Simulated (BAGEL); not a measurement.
**HF/def2-SVP (density fitting with qzvpp-jkfit) run of CH2GaNO (SMILES N#[C][GaH][OH])**

What is the energy change on altering one bond length of CH2GaNO at HF/def2-SVP (density fitting with qzvpp-jkfit)? 

The calculation is run with BAGEL 1.2.2.

6 further runs of the same task are left out: 6 that didn't finish.

### Step 1. The molecule

CH2GaNO has 6 atoms, charge 0, and is taken as a singlet. As SMILES, `N#[C][GaH][OH]`. The shape comes from GFN2-xTB, which is rough for such elements, and wasn't checked as a minimum. This is one conformer, not always the lowest.

Bond lengths: N1–C2 1.146 Å, C2–Ga3 1.985 Å, Ga3–O4 1.690 Å, Ga3–H5 1.540 Å, O4–H6 0.951 Å. Angles: N1–C2–Ga3 177.3°, C2–Ga3–O4 112.1°, C2–Ga3–H5 120.9°, O4–Ga3–H5 127.0°, Ga3–O4–H6 156.5°.

### Step 2. A single-point energy at HF/def2-SVP (density fitting with qzvpp-jkfit)

Contents of input.json:

```json
{ "bagel" : [

{
  "title" : "molecule",
  "basis" : "svp",
  "df_basis" : "qzvpp-jkfit",
  "angstrom" : "true",
  "geometry" : [
    { "atom" : "N", "xyz" : [       1.518790,      -1.865140,       1.378610 ] },
    { "atom" : "C", "xyz" : [       0.999460,      -1.077100,       0.727680 ] },
    { "atom" : "Ga", "xyz" : [       0.178360,       0.295220,      -0.447630 ] },
    { "atom" : "O", "xyz" : [      -1.410450,       0.651240,       0.004930 ] },
    { "atom" : "H", "xyz" : [       0.970070,       0.912550,      -1.616000 ] },
    { "atom" : "H", "xyz" : [      -2.256220,       1.083230,      -0.047590 ] }
  ]
},

{ "title" : "hf" },

{ "title" : "print", "file" : "orbitals.molden", "orbitals" : "true" }

]}
```

Started as:

```bash
$ BAGEL_NUM_THREADS=1 BAGEL input.json > input.out
```

Standard output:

```text
* using 1 threads per process

  ===============================================================
  ===============================================================

  *** Geometry ***

  { "atom" : "N", "xyz" : [      2.870097,     -3.524604,      2.605195 ] },
  { "atom" : "C", "xyz" : [      1.888706,     -2.035424,      1.375116 ] },
  { "atom" : "Ga", "xyz" : [      0.337052,      0.557885,     -0.845898 ] },
  { "atom" : "O", "xyz" : [     -2.665364,      1.230665,      0.009316 ] },
  { "atom" : "H", "xyz" : [      1.833167,      1.724470,     -3.053797 ] },
  { "atom" : "H", "xyz" : [     -4.263638,      2.047008,     -0.089932 ] },

  Number of auxiliary basis functions:      531

  Since a DF basis is specified, we compute 2- and 3-index integrals:
    o Being stored without compression. Storage requirement is 0.030 GB

  Number of basis functions:       84
  Number of electrons      :       54

    * METHOD: MOLECULE                             0.29

  *** RHF ***

  === Nuclear Repulsion ===
   225.3869946721

      * DIIS with orbital gradients will be used.

  === RHF iteration (svp) ===
      0      -2090.95739816          0.02287366           0.09
      1      -2091.08587642          0.01823017           0.08
      2      -2091.22644325          0.00182432           0.08
      3      -2091.22834151          0.00096746           0.09
      4      -2091.22883001          0.00019780           0.09
      5      -2091.22885636          0.00005833           0.08
      6      -2091.22886004          0.00002458           0.08
      7      -2091.22886097          0.00001241           0.09
      8      -2091.22886117          0.00000731           0.09
      9      -2091.22886126          0.00000389           0.09
     10      -2091.22886129          0.00000247           0.09
     11      -2091.22886129          0.00000059           0.08
     12      -2091.22886129          0.00000029           0.09
     13      -2091.22886129          0.00000010           0.09
     14      -2091.22886129          0.00000005           0.09
     15      -2091.22886129          0.00000003           0.08
     16      -2091.22886129          0.00000002           0.08
     17      -2091.22886129          0.00000001           0.08
    * SCF iteration converged.

    * Permanent dipole moment:
           (    0.878189,    -1.347327,     1.119608) a.u.

    * METHOD: HF                                   1.79

    * METHOD: PRINT                                0.02

  ===============================================================
```

It took 2.2 s on 1 thread of Arm Neoverse V1, shared host; peak memory 0.13 GiB.

### Step 3. The distorted shape at the same level

Contents of input.json:

```json
{ "bagel" : [

{
  "title" : "molecule",
  "basis" : "svp",
  "df_basis" : "qzvpp-jkfit",
  "angstrom" : "true",
  "geometry" : [
    { "atom" : "N", "xyz" : [       1.772517,      -1.994735,       1.394366 ] },
    { "atom" : "C", "xyz" : [       1.253187,      -1.206695,       0.743436 ] },
    { "atom" : "Ga", "xyz" : [       0.432087,       0.165625,      -0.431874 ] },
    { "atom" : "O", "xyz" : [      -1.156723,       0.521645,       0.020686 ] },
    { "atom" : "H", "xyz" : [       1.223797,       0.782955,      -1.600244 ] },
    { "atom" : "H", "xyz" : [      -2.256220,       1.083230,      -0.047590 ] }
  ]
},

{ "title" : "hf" },

{ "title" : "print", "file" : "orbitals.molden", "orbitals" : "true" }

]}
```

Started as:

```bash
$ BAGEL_NUM_THREADS=1 BAGEL input.json > input.out
```

Standard output:

```text
* using 1 threads per process

  ===============================================================
  ===============================================================

  *** Geometry ***

  { "atom" : "N", "xyz" : [      3.349572,     -3.769503,      2.634970 ] },
  { "atom" : "C", "xyz" : [      2.368180,     -2.280323,      1.404890 ] },
  { "atom" : "Ga", "xyz" : [      0.816526,      0.312986,     -0.816124 ] },
  { "atom" : "O", "xyz" : [     -2.185890,      0.985766,      0.039091 ] },
  { "atom" : "H", "xyz" : [      2.312641,      1.479571,     -3.024023 ] },
  { "atom" : "H", "xyz" : [     -4.263638,      2.047008,     -0.089932 ] },

  Number of auxiliary basis functions:      531

  Since a DF basis is specified, we compute 2- and 3-index integrals:
    o Being stored without compression. Storage requirement is 0.030 GB

  Number of basis functions:       84
  Number of electrons      :       54

    * METHOD: MOLECULE                             0.28

  *** RHF ***

  === Nuclear Repulsion ===
   223.6491721066

      * DIIS with orbital gradients will be used.

  === RHF iteration (svp) ===
      0      -2090.88181211          0.02320818           0.09
      1      -2090.99606533          0.01965495           0.09
      2      -2091.16733771          0.00171768           0.08
      3      -2091.16949277          0.00066331           0.09
      4      -2091.16975939          0.00024240           0.08
      5      -2091.16979537          0.00008170           0.08
      6      -2091.16980168          0.00002826           0.08
      7      -2091.16980308          0.00001059           0.09
      8      -2091.16980328          0.00000620           0.08
      9      -2091.16980334          0.00000338           0.08
     10      -2091.16980336          0.00000125           0.08
     11      -2091.16980336          0.00000062           0.08
     12      -2091.16980336          0.00000025           0.08
     13      -2091.16980336          0.00000015           0.08
     14      -2091.16980336          0.00000006           0.08
     15      -2091.16980336          0.00000002           0.09
     16      -2091.16980336          0.00000001           0.08
     17      -2091.16980336          0.00000001           0.08
    * SCF iteration converged.

    * Permanent dipole moment:
           (    1.106526,    -1.452500,     1.119977) a.u.

    * METHOD: HF                                   1.76

    * METHOD: PRINT                                0.02

  ===============================================================
```

It took 2.2 s on 1 thread of Arm Neoverse V1, shared host; peak memory 0.13 GiB.

### Step 4. What came out

At HF/def2-SVP (density fitting with qzvpp-jkfit):

| quantity | value |
| --- | --- |
| first shape: total energy | -2091.22886 Eh |
| first shape: dipole moment | 4.98 D |
| first shape: HOMO energy | -12.66 eV |
| first shape: LUMO energy | 1.18 eV |
| first shape: HOMO–LUMO gap | 13.84 eV |
| distorted shape: total energy | -2091.16980 Eh |
| distorted shape: dipole moment | 5.44 D |
| distorted shape: HOMO energy | -12.54 eV |
| distorted shape: LUMO energy | 1.30 eV |
| distorted shape: HOMO–LUMO gap | 13.84 eV |
| energy change with the O4–H6 bond stretched from 0.951 to 1.237 Å | 1.607 eV |

**Reading.** With the O4–H6 bond stretched from 0.951 to 1.237 Å the energy rises by 1.61 eV (37 kcal/mol). The first shape isn't relaxed at this level, so the change isn't measured from a minimum.
